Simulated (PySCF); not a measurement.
# Chlorine: the same states on changed settings, part 2 of 2

Aim: see what changed settings do to total energies and their difference. The change: initial guess atom, at most 50 SCF cycles, level shift 0.5 hartree. A sound run of the same states serves as the yardstick.

PySCF 2.14.0; changed: initial guess atom, at most 50 SCF cycles, level shift 0.5 hartree. The scripts are equivalent inputs of a driver's runs. The steps go on from the part before.

## Step 3: Changed run, Cl+: the ladder of methods

UHF:

File input.py:

```python
from pyscf import gto, scf, dft, mp, cc
import basis_set_exchange as bse
mol = gto.M(atom="Cl 0 0 0", charge=1, spin=2, symmetry="D2h",
            basis=gto.basis.parse(bse.get_basis("x2c-SVPall", elements=["Cl"], fmt="nwchem", header=False)),
            nucmod="G")
mf = scf.UHF(mol).sfx2c1e()
mf.irrep_nelec = {'Ag': (3, 3), 'B1u': (2, 1), 'B2u': (2, 2), 'B3u': (2, 1)}
mf.init_guess = "atom"
mf.max_cycle = 50
mf.level_shift = 0.5
mf.conv_check = False  # no last unshifted cycle
mf.kernel()
```

Standard output:

```text
damping factor = 0
level_shift factor = 0.5
DIIS = <class 'pyscf.scf.diis.CDIIS'>
diis_start_cycle = 1
diis_space = 10
diis_damp = 0
SCF conv_tol = 1e-09
SCF conv_tol_grad = None
number electrons alpha = 9  beta = 7
irrep_nelec {'Ag': (3, 3), 'B1g': (0, 0), 'B2g': (0, 0), 'B3g': (0, 0), 'B1u': (2, 1), 'B2u': (2, 2), 'B3u': (2, 1)}
alpha HOMO (B3u) = -0.342710669405506  LUMO (Ag) = 1.12634195189393

WARN: HOMO -0.342710669405506 >= LUMO -0.342710669406412

cycle= 1 E= -460.235387361952  delta_E= 0.274  |g|= 0.276  |ddm|= 0.917
alpha HOMO (B2u) = -0.981976685449986  LUMO (Ag) = 0.704606547377147
  HOMO = -0.921299565548  LUMO = 0.0277727523682  gap/eV = 25.82557
cycle= 2 E= -460.277106559402  delta_E= -0.0417  |g|= 0.0702  |ddm|= 0.341
alpha HOMO (B2u) = -0.922250418729442  LUMO (Ag) = 0.746914332538446
  HOMO = -0.868454005959  LUMO = 0.0974509233313  gap/eV = 26.28361
cycle= 3 E= -460.279719162176  delta_E= -0.00261  |g|= 0.0216  |ddm|= 0.0667
alpha HOMO (B2u) = -0.918324251639192  LUMO (Ag) = 0.747650575184463
  HOMO = -0.867897942733  LUMO = 0.10055659594  gap/eV = 26.35299
cycle= 4 E= -460.280022323517  delta_E= -0.000303  |g|= 0.00696  |ddm|= 0.0247
alpha HOMO (B2u) = -0.918009756749181  LUMO (Ag) = 0.747203437661146
  HOMO = -0.868655476769  LUMO = 0.100388700205  gap/eV = 26.36904
cycle= 5 E= -460.280058056786  delta_E= -3.57e-05  |g|= 0.00163  |ddm|= 0.0108
alpha HOMO (B2u) = -0.918043317115595  LUMO (Ag) = 0.747231831448272
  HOMO = -0.868522305788  LUMO = 0.100409094776  gap/eV = 26.36597
cycle= 6 E= -460.280060153107  delta_E= -2.1e-06  |g|= 0.000423  |ddm|= 0.00295
alpha HOMO (B2u) = -0.918074976432066  LUMO (Ag) = 0.747233672510702
  HOMO = -0.868454241606  LUMO = 0.100407383034  gap/eV = 26.36407
cycle= 7 E= -460.280060308372  delta_E= -1.55e-07  |g|= 0.000102  |ddm|= 0.00092
alpha HOMO (B2u) = -0.918081259353935  LUMO (Ag) = 0.747234632367717
  HOMO = -0.868449540426  LUMO = 0.100407304874  gap/eV = 26.36394
cycle= 8 E= -460.280060317621  delta_E= -9.25e-09  |g|= 2.42e-05  |ddm|= 0.000228
alpha HOMO (B2u) = -0.918082671422277  LUMO (Ag) = 0.747234726897126
  HOMO = -0.868448519762  LUMO = 0.100407260367  gap/eV = 26.36391
cycle= 9 E= -460.280060318156  delta_E= -5.35e-10  |g|= 5.65e-06  |ddm|= 5.41e-05
converged SCF energy = -460.280060318156  <S^2> = 2.0061854  2S+1 = 3.0041208
```

It took 0.06 s on 1 thread of Neoverse-V2, shared host, the integrals not counted.

The occupied shells:

```
shell  electrons  mean orbital energy (eV)  spread (eV)  rms radius (bohr)
 1s α          1                   -2876.5            0              0.105
 1s β          1                   -2875.8            0              0.105
 2s α          1                   -303.71            0              0.479
 2s β          1                   -303.04            0              0.479
 2p α          3                   -233.34        0.764              0.451
 2p β          3                   -232.15        0.510              0.451
 3s α          1                   -43.807            0               1.62
 3s β          1                   -36.958            0               1.62
 3p α          3                   -26.401        2.128               1.88
 3p β          1                   -23.632            0               1.88
```

⟨S²⟩ = 2.006, ⟨L²⟩ = 2.02.

TPSS:

input.py differs from the last one in:

```diff
@@ -5,3 +5,3 @@
             nucmod="G")
-mf = scf.UHF(mol).sfx2c1e()
+mf = dft.UKS(mol, xc="TPSS").sfx2c1e()
 mf.irrep_nelec = {'Ag': (3, 3), 'B1u': (2, 1), 'B2u': (2, 2), 'B3u': (2, 1)}
```

Standard output:

```text
damping factor = 0
level_shift factor = 0.5
DIIS = <class 'pyscf.scf.diis.CDIIS'>
diis_start_cycle = 1
diis_space = 10
diis_damp = 0
SCF conv_tol = 1e-09
SCF conv_tol_grad = None
number electrons alpha = 9  beta = 7
irrep_nelec {'Ag': (3, 3), 'B1g': (0, 0), 'B2g': (0, 0), 'B3g': (0, 0), 'B1u': (2, 1), 'B2u': (2, 2), 'B3u': (2, 1)}
XC functionals = TPSS
    J. Tao, J. P. Perdew, V. N. Staroverov, and G. E. Scuseria.,  Phys. Rev. Lett. 91, 146401 (2003)
    J. P. Perdew, J. Tao, V. N. Staroverov, and G. E. Scuseria.,  J. Chem. Phys. 120, 6898 (2004)
    J. Tao, J. P. Perdew, V. N. Staroverov, and G. E. Scuseria.,  Phys. Rev. Lett. 91, 146401 (2003)
    J. P. Perdew, J. Tao, V. N. Staroverov, and G. E. Scuseria.,  J. Chem. Phys. 120, 6898 (2004)
alpha HOMO (B3u) = -0.240068908169328  LUMO (Ag) = 0.90870054012315

WARN: HOMO -0.240068908169328 >= LUMO -0.240068908170394

cycle= 1 E= -460.902821345856  delta_E= 0.489  |g|= 0.243  |ddm|= 0.925
alpha HOMO (B2u) = -0.782385349342127  LUMO (Ag) = 0.508348710537415
  HOMO = -0.748423885962  LUMO = -0.225052788581  gap/eV = 14.24165
cycle= 2 E= -460.936138040787  delta_E= -0.0333  |g|= 0.0452  |ddm|= 0.398
alpha HOMO (B2u) = -0.719846699527894  LUMO (Ag) = 0.550553116281729
  HOMO = -0.687293150734  LUMO = -0.158700243601  gap/eV = 14.38375
cycle= 3 E= -460.93664134366  delta_E= -0.000503  |g|= 0.00778  |ddm|= 0.031
alpha HOMO (B2u) = -0.716643033818675  LUMO (Ag) = 0.552449560999906
  HOMO = -0.685122906735  LUMO = -0.154674258501  gap/eV = 14.43424
cycle= 4 E= -460.93668446871  delta_E= -4.31e-05  |g|= 0.0025  |ddm|= 0.0121
alpha HOMO (B2u) = -0.716923998670868  LUMO (Ag) = 0.552219688404829
  HOMO = -0.685782964625  LUMO = -0.154624331744  gap/eV = 14.45356
cycle= 5 E= -460.936689367959  delta_E= -4.9e-06  |g|= 0.000704  |ddm|= 0.00416
alpha HOMO (B2u) = -0.716906947976046  LUMO (Ag) = 0.55222861073517
  HOMO = -0.68575400702  LUMO = -0.154610230551  gap/eV = 14.45316
cycle= 6 E= -460.936689765028  delta_E= -3.97e-07  |g|= 0.000199  |ddm|= 0.00125
alpha HOMO (B2u) = -0.71691216196769  LUMO (Ag) = 0.552230163585251
  HOMO = -0.685750751362  LUMO = -0.154609551055  gap/eV = 14.45309
cycle= 7 E= -460.93668979755  delta_E= -3.25e-08  |g|= 5.68e-05  |ddm|= 0.000373
alpha HOMO (B2u) = -0.716912396267745  LUMO (Ag) = 0.552230211396124
  HOMO = -0.685750533997  LUMO = -0.15460949294  gap/eV = 14.45308
cycle= 8 E= -460.936689800221  delta_E= -2.67e-09  |g|= 1.63e-05  |ddm|= 0.000108
alpha HOMO (B2u) = -0.716912442191609  LUMO (Ag) = 0.552230199820454
  HOMO = -0.685750575333  LUMO = -0.154609526095  gap/eV = 14.45308
cycle= 9 E= -460.936689800443  delta_E= -2.22e-10  |g|= 4.71e-06  |ddm|= 3.14e-05
converged SCF energy = -460.936689800443  <S^2> = 2.0027905  2S+1 = 3.0018597
```

Time after the integrals: 0.29 s (1 thread of Neoverse-V2, shared host).

B3LYP:

input.py differs from the last one in:

```diff
@@ -5,3 +5,3 @@
             nucmod="G")
-mf = dft.UKS(mol, xc="TPSS").sfx2c1e()
+mf = dft.UKS(mol, xc="B3LYP").sfx2c1e()
 mf.irrep_nelec = {'Ag': (3, 3), 'B1u': (2, 1), 'B2u': (2, 2), 'B3u': (2, 1)}
```

Standard output:

```text
damping factor = 0
level_shift factor = 0.5
DIIS = <class 'pyscf.scf.diis.CDIIS'>
diis_start_cycle = 1
diis_space = 10
diis_damp = 0
SCF conv_tol = 1e-09
SCF conv_tol_grad = None
number electrons alpha = 9  beta = 7
irrep_nelec {'Ag': (3, 3), 'B1g': (0, 0), 'B2g': (0, 0), 'B3g': (0, 0), 'B1u': (2, 1), 'B2u': (2, 2), 'B3u': (2, 1)}
XC functionals = B3LYP
    P. J. Stephens, F. J. Devlin, C. F. Chabalowski, and M. J. Frisch.,  J. Phys. Chem. 98, 11623 (1994)
alpha HOMO (B3u) = -0.264105212207954  LUMO (Ag) = 0.925545411422974

WARN: HOMO -0.264105212207954 >= LUMO -0.264105212209021

cycle= 1 E= -460.900025213637  delta_E= 0.459  |g|= 0.246  |ddm|= 0.926
alpha HOMO (B2u) = -0.820720420782156  LUMO (Ag) = 0.527549771830699
  HOMO = -0.785049275815  LUMO = -0.194213066282  gap/eV = 16.07747
cycle= 2 E= -460.933671957872  delta_E= -0.0336  |g|= 0.042  |ddm|= 0.391
alpha HOMO (B2u) = -0.760072900950224  LUMO (Ag) = 0.567688555463767
  HOMO = -0.725206548699  LUMO = -0.128480663812  gap/eV = 16.23774
cycle= 3 E= -460.934138329628  delta_E= -0.000466  |g|= 0.0079  |ddm|= 0.031
alpha HOMO (B2u) = -0.757535182877984  LUMO (Ag) = 0.569156157325994
  HOMO = -0.723399984014  LUMO = -0.125390033108  gap/eV = 16.27268
cycle= 4 E= -460.934183218318  delta_E= -4.49e-05  |g|= 0.00272  |ddm|= 0.0125
alpha HOMO (B2u) = -0.757738492598921  LUMO (Ag) = 0.5690146554233
  HOMO = -0.723841536417  LUMO = -0.125423939018  gap/eV = 16.28377
cycle= 5 E= -460.934189067573  delta_E= -5.85e-06  |g|= 0.000752  |ddm|= 0.00484
alpha HOMO (B2u) = -0.757727896652154  LUMO (Ag) = 0.56902052541667
  HOMO = -0.723804550423  LUMO = -0.125415190822  gap/eV = 16.28300
cycle= 6 E= -460.934189530709  delta_E= -4.63e-07  |g|= 0.00021  |ddm|= 0.00144
alpha HOMO (B2u) = -0.757734806680942  LUMO (Ag) = 0.569022013319139
  HOMO = -0.723797199469  LUMO = -0.125414527039  gap/eV = 16.28282
cycle= 7 E= -460.934189567849  delta_E= -3.71e-08  |g|= 5.87e-05  |ddm|= 0.000422
alpha HOMO (B2u) = -0.757734947368818  LUMO (Ag) = 0.569022171082708
  HOMO = -0.723796831489  LUMO = -0.125414403052  gap/eV = 16.28282
cycle= 8 E= -460.93418957078  delta_E= -2.93e-09  |g|= 1.65e-05  |ddm|= 0.000119
alpha HOMO (B2u) = -0.757734959741544  LUMO (Ag) = 0.569022180615695
  HOMO = -0.723796847578  LUMO = -0.125414408821  gap/eV = 16.28282
cycle= 9 E= -460.934189571013  delta_E= -2.33e-10  |g|= 4.65e-06  |ddm|= 3.33e-05
converged SCF energy = -460.934189571013  <S^2> = 2.0020694  2S+1 = 3.0013793
```

It took 0.17 s on 1 thread of Neoverse-V2, shared host, the integrals not counted.

MP2 (valence):

input.py differs from the last one in:

```diff
@@ -5,3 +5,3 @@
             nucmod="G")
-mf = dft.UKS(mol, xc="B3LYP").sfx2c1e()
+mf = scf.UHF(mol).sfx2c1e()
 mf.irrep_nelec = {'Ag': (3, 3), 'B1u': (2, 1), 'B2u': (2, 2), 'B3u': (2, 1)}
@@ -12 +12,2 @@
 mf.kernel()
+mp.UMP2(mf, frozen=5).kernel()
```

The driver printed no log here.

Time after the integrals: 0.01 s (1 thread of Neoverse-V2, shared host).

With 6 electrons correlated, the MP2 correlation energy is -0.06661 hartree (-0.01638 same spin, -0.05024 opposite spin); the SCS form gives -0.06574. Largest pairs of shells: 3p-3p -0.0326, 3s-3p -0.0281, 3s-3s -0.0060.

CCSD(T) (valence):

input.py differs from the last one in:

```diff
@@ -12,2 +12,3 @@
 mf.kernel()
-mp.UMP2(mf, frozen=5).kernel()
+mycc = cc.CCSD(mf, frozen=5).run()
+mycc.ccsd_t()
```

Standard output:

```text
CC2 = 0
CCSD nocc = (np.int64(4), np.int64(2)), nmo = (13, 13)
frozen orbitals [[0, 1, 2, 3, 4], [0, 1, 2, 3, 4]]
max_cycle = 100
direct = 0
conv_tol = 1e-08
conv_tol_normt = 1e-06
diis_space = 8
diis_start_cycle = 0
Init t2, MP2 energy = -0.0890428061073834
Init E_corr(UCCSD) = -0.0890428061270199
cycle = 1  E_corr(UCCSD) = -0.103879563166777  dE = -0.014836757  norm(t1,t2) = 0.0347498
cycle = 2  E_corr(UCCSD) = -0.106883485165967  dE = -0.003003922  norm(t1,t2) = 0.0106675
cycle = 3  E_corr(UCCSD) = -0.108136671686431  dE = -0.00125318652  norm(t1,t2) = 0.00389966
cycle = 4  E_corr(UCCSD) = -0.108113295242988  dE = 2.33764434e-05  norm(t1,t2) = 0.000350717
cycle = 5  E_corr(UCCSD) = -0.108116821165557  dE = -3.52592257e-06  norm(t1,t2) = 6.112e-05
cycle = 6  E_corr(UCCSD) = -0.108116430759335  dE = 3.90406222e-07  norm(t1,t2) = 9.28006e-06
cycle = 7  E_corr(UCCSD) = -0.108116547203618  dE = -1.16444283e-07  norm(t1,t2) = 1.76632e-06
cycle = 8  E_corr(UCCSD) = -0.108116511438537  dE = 3.57650805e-08  norm(t1,t2) = 2.64387e-07
cycle = 9  E_corr(UCCSD) = -0.108116515334642  dE = -3.89610447e-09  norm(t1,t2) = 4.58261e-08
UCCSD converged
E(UCCSD) = -460.3881768334908  E_corr = -0.1081165153346418
UCCSD(T) correction = -0.00103148563817883
```

Time after the integrals: 0.07 s (1 thread of Neoverse-V2, shared host).

CCSD correlation -0.10812 hartree, triples -0.00103; total -460.389208. T1 = 0.006, largest double amplitude 0.051.

## Step 4: What moved

```
species             method  converged  energy less sound run (eV)
     Cl                UHF        yes                     +0.0000
     Cl               TPSS        yes                     +0.0000
     Cl              B3LYP        yes                     +0.0000
     Cl      MP2 (valence)        yes                     +0.7284
     Cl  CCSD(T) (valence)        yes                     +0.0000
    Cl+                UHF        yes                     +0.0000
    Cl+               TPSS        yes                     +0.0000
    Cl+              B3LYP        yes                     +0.0000
    Cl+      MP2 (valence)        yes                     +0.6103
    Cl+  CCSD(T) (valence)        yes                     +0.0000
```

Ionisation energy of Cl:

```
 method  sound run (eV)  changed run (eV)  shift (eV)
    UHF          11.764            11.764      +0.000
   TPSS          12.898            12.898      -0.000
  B3LYP          12.919            12.919      -0.000
    MP2          12.310            12.192      -0.118
SCS-MP2          12.295            12.183      -0.112
   CCSD          12.245            12.245      +0.000
CCSD(T)          12.244            12.244      +0.000
```

## Step 5: Summary of results

The summary covers parts 1 to 2.

```
                                 quantity                                                               value
                                   change  initial guess atom, at most 50 SCF cycles, level shift 0.5 hartree
                           runs converged                                                            10 of 10
largest shift of a converged total energy                                                            0.728 eV
   largest shift of the ionisation energy                                                     -0.118 eV (MP2)
```

**Reading.** The ionisation energy moves by up to 0.12 eV, at MP2. A level shift leaves the converged SCF energy unchanged but raises the virtual orbital energies, which shrinks MP2 if it is not removed, as here. The MP2 line of a CCSD log is built from the Fock matrix and does not carry the shift.
